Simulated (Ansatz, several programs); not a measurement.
Energy against volume for an ordered 4-atom cell of LaLuAs₂ on the rocksalt lattice (R-3m), at fixed shape and fractional coordinates, computed by several methods (PBE and r2SCAN, where shown, with plane waves in Ansatz); the cell shown is that of r2SCAN. With free coordinates or axes held, a curve is too stiff, and on another method's shape its minimum isn't the method's own volume. It is trigonal, R-3m (No. 166); conventional cell a = 4.206 Å, c = 20.525 Å, 26.20 Å³ an atom. La is surrounded by 6 As at 3.05 Å; Lu is surrounded by 6 As at 2.89 Å; As is surrounded by 3 Lu at 2.89 Å and 3 La at 3.05 Å. Computed, not measured; no magnetism was allowed, and whether the structure is a known phase isn't checked. Energies count from each curve's lowest point; fits are third-order Birch-Murnaghan.

```cif
data_structure
_symmetry_space_group_name_H-M 'R-3m:H'
_symmetry_Int_Tables_number 166
_cell_length_a 4.2060
_cell_length_b 4.2060
_cell_length_c 20.5247
_cell_angle_alpha 90.000
_cell_angle_beta 90.000
_cell_angle_gamma 120.000
_cell_volume 314.45
loop_
_atom_site_label
_atom_site_type_symbol
_atom_site_symmetry_multiplicity
_atom_site_Wyckoff_symbol
_atom_site_fract_x
_atom_site_fract_y
_atom_site_fract_z
_atom_site_occupancy
La1 La 3 a 0.00000 0.00000 0.00000 1
Lu1 Lu 3 b 0.66667 0.33333 0.83333 1
As1 As 6 c 0.33333 0.66667 0.91003 1
```

light PBE (260 eV and a coarse mesh), on the shape of the cell shown:
```
V (Å³/atom)  E (meV/atom)
     24.108         51.60
     25.156         13.17
     26.204          2.27
     27.252          0.00
     28.300         24.20
     29.349         64.76
```
The points scatter about the fit by more than 0.3 meV an atom, since at so low a cutoff the number of plane waves jumps with the volume, so no fit is quoted.

r2SCAN, on the shape of its own relaxed cell:
```csv
V (Å³/atom),E (meV/atom)
24.632,25.29
25.418,6.00
26.204,0.00
26.990,5.44
27.776,20.72
```
V₀ = 26.20 Å³ an atom and B₀ = 78 GPa.

PBE, on the shape of its own relaxed cell:
```tsv
V (Å³/atom)	E (meV/atom)
24.744	22.93
25.534	5.42
26.324	0.00
27.114	5.14
27.903	19.43
```
V₀ = 26.32 Å³ an atom and B₀ = 71 GPa.
